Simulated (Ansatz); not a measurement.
# UB3LYP/STO-3G run of BSiH2Cl (SMILES B[Si]Cl)

What is the electronic atomisation energy of BSiH2Cl at UB3LYP/STO-3G? 

Program for the calculation: Ansatz 0.2.0.

72 further runs of the same task are left out: 4 that didn't finish, 68 set aside as unsound or not needed.

**1. Starting point**

BSiH2Cl has 5 atoms, charge 0, and is taken as a triplet. As SMILES, `B[Si]Cl`. Geometry: relaxed at GFN2-xTB.

Bond lengths: B1–Si2 1.886 Å, Si2–Cl3 2.073 Å, B1–H4 1.174 Å, B1–H5 1.171 Å. Angles: B1–Si2–Cl3 123.8°, Si2–B1–H4 119.9°, Si2–B1–H5 120.3°, H4–B1–H5 119.8°.

**2. The energy at UB3LYP/STO-3G**

The input, in.yaml:

```yaml
basis:
  gaussian:
    orbitals: STO-3G
crystal:
  periodic: [false, false, false]
  atoms:
    - {symbol: B, position_ang: [-0.674100, 0.367960, -0.302510]}
    - {symbol: Si, position_ang: [0.334580, -1.081930, 0.357550]}
    - {symbol: Cl, position_ang: [2.311390, -0.930270, 0.961480]}
    - {symbol: H, position_ang: [-0.184480, 1.431210, -0.387430]}
    - {symbol: H, position_ang: [-1.787390, 0.213030, -0.629090]}
magnetization:
  spin_polarized: true
  initial_magnetization: 2
hamiltonian:
  xc: {name: B3LYP}
accuracy: high
```

The run is started by

```
$ ansatz run in.yaml --threads 1 --pin off --max-ram 2610MiB --events-out events.jsonl --progress --plain --runs-dir runs
```

What it wrote:

```text
Warning: RAYON_NUM_THREADS=1 ignored (pool sized by the plan → 1); use --threads N
Functional definition: B3LYP
  name "B3LYP"
  parameter a0 = 0.2
  parameter ax = 0.72
  parameter ac = 0.81
  exchange = (1 - a0 - ax)*slater_x + ax*b88_x + a0*exact_x
  correlation = (1 - ac)*vwn_rpa_c + ac*lyp_c
452 factors; integrals over basis functions are off by at most 1.1e-8 eV
mean field evaluation 1: about -20868.8689 eV, gradient 1.4e1 eV
mean field evaluation 2: about -20867.4263 eV, gradient 2.0e1 eV
mean field evaluation 4: about -20871.0360 eV, gradient 5.3e-1 eV
mean field evaluation 8: about -20871.0100 eV, gradient 1.7e-2 eV
mean field evaluation 16: about -20871.0100 eV, gradient 6.1e-7 eV
mean field -20871.00995455 eV, -766.9954689511 hartree, gradient 2.4e-8 eV, S^2 2.001868; 0 other end points of the search recorded, 0 dependent functions left out
reference -20871.00998352 eV, -766.9954700158 hartree; 20, 18 occupied and 5, 7 virtual orbitals, 452 factors
Total energy: -20871.00998352 eV, -766.9954700158 hartree
```

It took 2.4 s on 1 thread of Arm Neoverse V1, shared host; peak memory 0.14 GiB.

**3. The B atom, same level**

The input, molecule.yaml:

```yaml
basis:
  gaussian: {orbitals: STO-3G}
crystal:
  periodic: [false, false, false]
  atoms:
    - {symbol: B, position_ang: [0.000000, 0.000000, 0.000000]}
magnetization: {spin_polarized: true, initial_magnetization: 1}
accuracy: high
hamiltonian: {xc: {name: B3LYP}}
```

Run the same way, it converges to -24.28154 Eh (log not shown).

**4. The Cl atom, same level**

The input, molecule.yaml:

```yaml
basis:
  gaussian: {orbitals: STO-3G}
crystal:
  periodic: [false, false, false]
  atoms:
    - {symbol: Cl, position_ang: [0.000000, 0.000000, 0.000000]}
magnetization: {spin_polarized: true, initial_magnetization: 1}
hamiltonian: {xc: {name: B3LYP}}
accuracy: high
```

Run the same way, it converges to -455.11819 Eh (log not shown).

**5. The H atom**

The input, molecule.yaml:

```yaml
crystal:
  periodic: [false, false, false]
  atoms:
    - {symbol: H, position_ang: [0.000000, 0.000000, 0.000000]}
basis:
  gaussian: {orbitals: STO-3G}
accuracy: high
hamiltonian: {xc: {name: B3LYP}}
total_charge: 0
magnetization: {spin_polarized: true, initial_magnetization: 1}
```

Run the same way, it converges to -0.46753 Eh (log not shown).

**6. The Si atom, same level**

The input, molecule.yaml:

```yaml
crystal:
  periodic: [false, false, false]
  atoms:
    - {symbol: Si, position_ang: [0.000000, 0.000000, 0.000000]}
basis:
  gaussian:
    orbitals: STO-3G
magnetization:
  spin_polarized: true
  initial_magnetization: 2
hamiltonian:
  xc: {name: B3LYP}
accuracy: high
```

Run the same way, it converges to -285.94209 Eh (log not shown).

**7. Results**

Level: UB3LYP/STO-3G.

| quantity | value |
| --- | --- |
| molecule: total energy | -766.99547 Eh |
| molecule: ⟨S²⟩ | 2.002 |
| B atom: total energy | -24.28154 Eh |
| B atom: ⟨S²⟩ | 0.750 |
| Cl atom: total energy | -455.11819 Eh |
| Cl atom: ⟨S²⟩ | 0.750 |
| H atom: total energy | -0.46753 Eh |
| H atom: ⟨S²⟩ | 0.750 |
| Si atom: total energy | -285.94209 Eh |
| Si atom: ⟨S²⟩ | 2.000 |
| electronic atomisation energy | 19.554 eV |

Taking the molecule apart into free atoms costs 19.55 eV (451 kcal/mol), before zero-point energy and without spin-orbit coupling. In a minimal basis such a difference can be off by several eV, whatever the method.
